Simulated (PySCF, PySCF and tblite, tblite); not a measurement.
# C₅H₆O₂: conformers and averaged spectra, part 2 of 2

PySCF and tblite. Atoms count from 0.

## 7. Couplings, conformer 1: B3LYP/6-31G*+pcJ-1

Job settings and geometry (Å):

```
{"job": {"xc": "B3LYP", "basis": {"default": "6-31G*", "H": "pcJ-1"}, "nuclei": ["H", "F", "P", "Si", "B"], "kind": "j"}, "charge": 0, "multiplicity": 1}
C     -1.895592     0.091136    -0.108037
O     -0.770335    -0.681796     0.204291
C      0.414592    -0.117357    -0.067555
C      1.668219    -0.755372     0.196851
C      2.615547     0.131920    -0.215190
O      2.051958     1.247160    -0.704958
C      0.705033     1.105288    -0.617690
H     -2.781757    -0.493128     0.170237
H     -1.899335     1.042852     0.454518
H     -1.939073     0.321331    -1.188455
H      1.816531    -1.738164     0.636791
H      3.702401     0.100209    -0.218798
H      0.103284     1.934324    -0.975148
```

Log:

```text
coarse grid: 11328 points
cycle   1  E = -344.5205712123  dE =  1.308e+00  |g| = 6.310e-01  |ddm| = 3.538e+00
cycle   2  E = -344.4449285650  dE =  7.564e-02  |g| = 9.106e-01  |ddm| = 1.213e+00
cycle   3  E = -344.5976318148  dE = -1.527e-01  |g| = 1.113e-01  |ddm| = 7.470e-01
cycle   4  E = -344.6000306623  dE = -2.399e-03  |g| = 3.741e-02  |ddm| = 1.099e-01
cycle   5  E = -344.6003250578  dE = -2.944e-04  |g| = 1.357e-02  |ddm| = 3.777e-02
cycle   6  E = -344.6003655129  dE = -4.046e-05  |g| = 5.210e-03  |ddm| = 1.532e-02
cycle   7  E = -344.6003714312  dE = -5.918e-06  |g| = 1.756e-03  |ddm| = 5.381e-03
final grid: 110688 points
cycle   8  E = -344.5410843405  dE = -2.772e-05  |g| = 6.135e-03  |ddm| = 2.070e-02
cycle   9  E = -344.5410756413  dE =  8.699e-06  |g| = 8.954e-03  |ddm| = 1.165e-02
cycle  10  E = -344.5410926519  dE = -1.701e-05  |g| = 1.717e-03  |ddm| = 7.797e-03
cycle  11  E = -344.5410933371  dE = -6.852e-07  |g| = 3.075e-04  |ddm| = 1.794e-03
cycle  12  E = -344.5410933535  dE = -1.637e-08  |g| = 1.523e-04  |ddm| = 3.446e-04
cycle  13  E = -344.5410933579  dE = -4.459e-09  |g| = 2.650e-05  |ddm| = 1.175e-04
cycle  14  E = -344.5410933581  dE = -1.330e-10  |g| = 1.165e-05  |ddm| = 3.149e-05
converged SCF energy = -344.5410933581

Indirect spin-spin couplings (Hz)
  i      j    bonds     total        FC       PSO       DSO        SD
  7 H    8 H    2    -12.266   -11.704     1.911    -2.473         -
  7 H    9 H    2    -12.229   -11.666     1.913    -2.476         -
  7 H   10 H    5     -0.322    -0.030     0.664    -0.956         -
  7 H   11 H    6     -0.183     0.218     0.778    -1.179         -
  8 H    9 H    2     -9.596    -9.150     1.785    -2.232         -
  8 H   10 H    5     -0.401    -0.008     0.807    -1.200         -
  8 H   11 H    6     -0.353     0.037     0.705    -1.095         -
  8 H   12 H    5      0.478    -0.048    -0.993     1.519         -
  9 H   10 H    5     -0.404    -0.006     0.816    -1.213         -
  9 H   11 H    6     -0.355     0.036     0.708    -1.099         -
  9 H   12 H    5      0.486    -0.046    -1.007     1.538         -
 10 H   11 H    3      2.033     2.516     0.716    -1.199         -
 10 H   12 H    4      0.198     1.048     1.422    -2.272         -
 11 H   12 H    4      1.021     1.821     1.547    -2.347         -
```

Run time: 15 s. Hardware: 1 thread of Arm Neoverse V1, shared host; peak memory 0.82 GiB.

Key values: HOMO -5.71 eV, LUMO 0.68 eV; dipole 0.93 D.

## 8. Couplings, conformer 2: B3LYP/6-31G*+pcJ-1

Job settings and geometry (Å):

```
{"job": {"xc": "B3LYP", "basis": {"default": "6-31G*", "H": "pcJ-1"}, "nuclei": ["H", "F", "P", "Si", "B"], "kind": "j"}, "charge": 0, "multiplicity": 1}
C      1.851532    -0.169470    -0.265936
O      0.837196     0.764836    -0.025686
C     -0.420831     0.294500     0.011816
C     -0.892493    -1.048292    -0.168258
C     -2.248926    -0.972803    -0.032959
O     -2.635441     0.286154     0.211214
C     -1.529480     1.066078     0.238627
H      1.892830    -0.942714     0.522534
H      1.727027    -0.668401    -1.244107
H      2.801211     0.380973    -0.270590
H     -0.312723    -1.944619    -0.372936
H     -3.036211    -1.720832    -0.084325
H     -1.665217     2.126805     0.422550
```

Log:

```text
coarse grid: 11328 points
cycle   1  E = -344.5175433674  dE =  1.308e+00  |g| = 6.321e-01  |ddm| = 3.533e+00
cycle   2  E = -344.4391463605  dE =  7.840e-02  |g| = 9.200e-01  |ddm| = 1.250e+00
cycle   3  E = -344.5941035490  dE = -1.550e-01  |g| = 1.274e-01  |ddm| = 7.884e-01
cycle   4  E = -344.5971612356  dE = -3.058e-03  |g| = 4.865e-02  |ddm| = 1.339e-01
cycle   5  E = -344.5976329552  dE = -4.717e-04  |g| = 2.061e-02  |ddm| = 5.569e-02
cycle   6  E = -344.5977300146  dE = -9.706e-05  |g| = 5.183e-03  |ddm| = 2.189e-02
cycle   7  E = -344.5977355526  dE = -5.538e-06  |g| = 1.491e-03  |ddm| = 5.169e-03
final grid: 110688 points
cycle   8  E = -344.5386507266  dE = -3.109e-05  |g| = 5.725e-03  |ddm| = 2.595e-02
cycle   9  E = -344.5386463059  dE =  4.421e-06  |g| = 7.403e-03  |ddm| = 1.001e-02
cycle  10  E = -344.5386584619  dE = -1.216e-05  |g| = 1.325e-03  |ddm| = 5.938e-03
cycle  11  E = -344.5386588257  dE = -3.638e-07  |g| = 2.159e-04  |ddm| = 1.196e-03
cycle  12  E = -344.5386588302  dE = -4.505e-09  |g| = 1.605e-04  |ddm| = 2.817e-04
cycle  13  E = -344.5386588357  dE = -5.446e-09  |g| = 2.561e-05  |ddm| = 1.538e-04
cycle  14  E = -344.5386588358  dE = -1.340e-10  |g| = 9.687e-06  |ddm| = 3.075e-05
converged SCF energy = -344.5386588358

Indirect spin-spin couplings (Hz)
  i      j    bonds     total        FC       PSO       DSO        SD
  7 H    8 H    2     -9.021    -8.565     1.811    -2.267         -
  7 H    9 H    2    -12.548   -11.994     1.907    -2.460         -
  7 H   10 H    5      0.643     0.101    -1.040     1.582         -
  7 H   11 H    6     -0.270    -0.017     0.491    -0.745         -
  7 H   12 H    5     -0.610    -0.200     0.824    -1.234         -
  8 H    9 H    2    -12.652   -12.102     1.900    -2.450         -
  8 H   10 H    5      0.651     0.088    -1.087     1.650         -
  8 H   11 H    6     -0.265    -0.013     0.490    -0.742         -
  8 H   12 H    5     -0.611    -0.198     0.828    -1.240         -
  9 H   10 H    5     -0.182     0.169     0.787    -1.138         -
  9 H   11 H    6     -0.418    -0.027     0.795    -1.186         -
  9 H   12 H    5     -0.297     0.016     0.680    -0.994         -
 10 H   11 H    3      2.110     2.566     0.626    -1.082         -
 10 H   12 H    4      0.210     1.062     1.420    -2.272         -
 11 H   12 H    4      1.303     2.110     1.574    -2.382         -
```

Wall time 15 s (1 thread of Arm Neoverse V1, shared host); peak memory 0.82 GiB.

In short: HOMO -5.54 eV, LUMO 0.57 eV; dipole 1.82 D.

## 9. The ensemble: properties at PBE0/pcSseg-1 in chloroform

Job settings and geometry (Å):

```
{"job": {"study": "conf", "smiles": "COc1ccoc1", "search": {"seed": 8517, "n_embed": 60, "ff_keep": 14, "window": 3.0, "nmax": 2, "temps": [150, 200, 250, 298.15, 400], "t_ref": 298.15, "order": 0.002, "geom": true}, "level": {"nmr": {"xc": "PBE0", "basis": "pcSseg-1", "solvent": "chloroform"}, "j": {"xc": "B3LYP", "basis": {"default": "6-31G*", "H": "pcJ-1"}, "nuclei": ["H", "F", "P", "Si", "B"]}}, "kind": "conf"}, "charge": 0, "multiplicity": 1}
C     -1.895592     0.091136    -0.108037
O     -0.770335    -0.681796     0.204291
C      0.414592    -0.117357    -0.067555
C      1.668219    -0.755372     0.196851
C      2.615547     0.131920    -0.215190
O      2.051958     1.247160    -0.704958
C      0.705033     1.105288    -0.617690
H     -2.781757    -0.493128     0.170237
H     -1.899335     1.042852     0.454518
H     -1.939073     0.321331    -1.188455
H      1.816531    -1.738164     0.636791
H      3.702401     0.100209    -0.218798
H      0.103284     1.934324    -0.975148
```

Log:

```text
conformer  sym    E(xTB)   E(DFT)   G(298.15 K)  weight  dipole/D
    1     Cs      0.000    0.000    0.000   0.9122    1.250
    2     Cs      0.857    1.434    1.387   0.0878    2.441

mean shielding (ppm) by class
class atoms           150 K      200 K      250 K   298.15 K      400 K
  0 C  0             127.51    127.518    127.531    127.543    127.569
  1 O  1            263.192    263.512    263.955    264.423    265.358
  2 C  2             27.661     27.685     27.719     27.755     27.826
  3 C  3             75.664     75.763     75.901     76.046     76.337
  4 C  4             37.861     37.878     37.903     37.929      37.98
  5 O  5             65.313     65.164     64.958     64.741     64.306
  6 C  6             60.282     60.194     60.071     59.942     59.684
  7 H  7,8,9         27.551     27.549     27.546     27.543     27.538
  8 H  10            24.748     24.748     24.747     24.746     24.745
  9 H  11            23.903     23.903     23.902     23.902     23.901
 10 H  12            24.126     24.121     24.113     24.105     24.089
```

Wall time 61 s (1 thread of Arm Neoverse V1, shared host). This counts the runs that the step sums up.

The search (ETKDG and KDG, MMFF94s, GFN2-xTB) embedded 60 structures, kept 2 distinct ones after the force field and 2 after xTB; 2 were carried on (window 3.0 kcal/mol at the search's own energies). Energies: PBE0/pcSseg-1 in chloroform with D3(BJ).

Conformer by conformer (298 K):

```csv
no.,group,mirror pair,ΔE xTB,ΔE DFT,ΔG,weight (%),μ (D),C0–O1–C2–C3 (°),"A, B, C (GHz)"
1,Cs,no,0.00,0.00,0.00,91.2,1.25,179,"7.63, 2.05, 1.63"
2,Cs,no,0.86,1.43,1.39,8.8,2.44,0,"7.75, 2.02, 1.62"
```

Energies in kcal/mol. ΔG holds xTB vibrations and rotation, symmetry numbers and mirror pairs.

Weights (%) by temperature:

```csv
no.,150 K,200 K,250 K,298 K,400 K
1,99.0,97.0,94.2,91.2,85.3
2,1.0,3.0,5.8,8.8,14.7
```

Other ways of weighting, at the same temperature:

```csv
scheme,1,2,mean μ (D)
DFT free energy,91,9,1.35
"DFT energy, symmetry counted",92,8,1.35
DFT energy alone,92,8,1.35
"xTB energy, symmetry counted",81,19,1.48
xTB free energy,80,20,1.49
lowest conformer only,100,0,1.25
equal weights,50,50,1.84
```

Shifts against references run at the same level (¹⁷O H2O 341.0, ¹H TMS 31.25, ¹³C TMS 185.2 ppm of shielding), by class of atoms, at 298 K:

```csv
atoms,environment,no. 1,no. 2,average
C2,aromatic carbon bearing oxygen,157.5,156.3,157.4
C4,aromatic CH next to the ring oxygen,147.3,146.4,147.2
C6,aromatic CH next to the ring oxygen,124.8,129.2,125.2
C3,aromatic CH,109.5,104.7,109.1
C0,methyl carbon bonded to O,57.7,57.2,57.6
H11,hydrogen on an aromatic CH next to the ring oxygen,7.34,7.36,7.34
H12,hydrogen on an aromatic CH next to the ring oxygen,7.12,7.39,7.14
H10,hydrogen on an aromatic CH,6.50,6.52,6.50
"H7, H8, H9",hydrogen on a methyl carbon bonded to O,3.70,3.79,3.70
O5,aromatic ring oxygen,275.6,282.9,276.2
O1,ether oxygen,77.9,62.2,76.5
```

Couplings (Hz, B3LYP/6-31G*+pcJ-1; one pair named for each class), from conformers that hold 100 % of the weight:

```csv
pair,bonds,no. 1,no. 2,average
H7–H8,2,-11.4,-11.4,-11.4
H10–H11,3,2.0,2.1,2.0
H11–H12,4,1.0,1.3,1.1
```

Effective distances for nuclear Overhauser effects, ⟨r⁻⁶⟩^(−1/6) over all pairs of two classes (Å): H10···H11 2.77; H7···H12 2.82; H7···H10 3.87.

## 10. Outcome

The summary covers parts 1 to 2.

```
                                         quantity                                                value
                                       conformers  2; the first in weight is no. 1 (Cs), 91 % at 298 K
                          root-mean-square dipole                                               1.40 D
averaged ¹³C shifts (PBE0/pcSseg-1 in chloroform)                 157.4, 147.2, 125.2, 109.1, 57.6 ppm
 averaged ¹H shifts (PBE0/pcSseg-1 in chloroform)                           7.34, 7.14, 6.50, 3.70 ppm
```

**Reading.** At 298 K conformer 1 holds 91 % of the ensemble (99 % at 150 K, 85 % at 400 K). Among conformers over 5 %, C3 differs by 4.9 ppm, while the average moves by 0.7 ppm from 150 to 400 K.
